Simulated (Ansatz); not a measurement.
# CsTa2: the cost of one run

Program: Ansatz 0.2.0. Level of theory: DFT PBE, scalar-relativistic, plane waves, PAW. These are calculated values, not measurements.

**1. The structure to begin with**

It takes space group Cmmm (No. 65, orthorhombic). The conventional cell has a = 5.835 Å, b = 8.876 Å, c = 3.416 Å, α = 90.00°, β = 90.00°, γ = 90.00°. Around Cs (site symmetry mmm) lie 6 Ta at 3.17 to 3.18 Å and 2 Cs at 3.42 Å. Ta (site symmetry m2m) is surrounded by 1 Ta at 2.54 Å.

Coordinates:

```cif
data_structure
_symmetry_space_group_name_H-M 'Cmmm'
_symmetry_Int_Tables_number 65
_cell_length_a 5.8347
_cell_length_b 8.8761
_cell_length_c 3.4159
_cell_angle_alpha 90.000
_cell_angle_beta 90.000
_cell_angle_gamma 90.000
_cell_volume 176.91
loop_
_atom_site_label
_atom_site_type_symbol
_atom_site_symmetry_multiplicity
_atom_site_Wyckoff_symbol
_atom_site_fract_x
_atom_site_fract_y
_atom_site_fract_z
_atom_site_occupancy
Cs1 Cs 2 d 0.00000 0.00000 0.50000 1
Ta1 Ta 4 j 0.50000 0.14324 0.50000 1
```

The cell is invented: random cell by space group and Wyckoff sites (Cmmm, No. 65). Lengths come from tabulated atomic sizes and are only a guess.

**2. The guess as it stands, on a coarse mesh**

File input.yaml:

```yaml
crystal:
  lattice:
    - [2.91737079, -4.4380594, 0.0]
    - [2.91737079, 4.4380594, 0.0]
    - [0.0, 0.0, 3.41591777]
  atoms:
    - { symbol: Cs, position: [0.0, 0.0, 0.5] }
    - { symbol: Ta, position: [0.35676289, 0.64323711, 0.5] }
    - { symbol: Ta, position: [0.64323711, 0.35676289, 0.5] }
basis:
  ecutwfc: 420
kpoints:
  mp_grid: { grid: [4, 4, 6] }
hamiltonian:
  xc: pbe
scf:
  occupations: { method: gaussian, width: 0.1 }
  lower_state_search: "off"
output:
  forces: true
  stress: true
  eigenvalues: true
```

Launch:

```console
ansatz run input.yaml --threads 1 --pin off --max-ram 2560MiB --backend cpu --events-out ev --progress --plain --runs-dir out
```

**Question.** How long does this run take on 1 thread of Arm Neoverse V2, shared host, and how much memory does it need?

About 2.6 s, with a peak of 0.35 GiB.
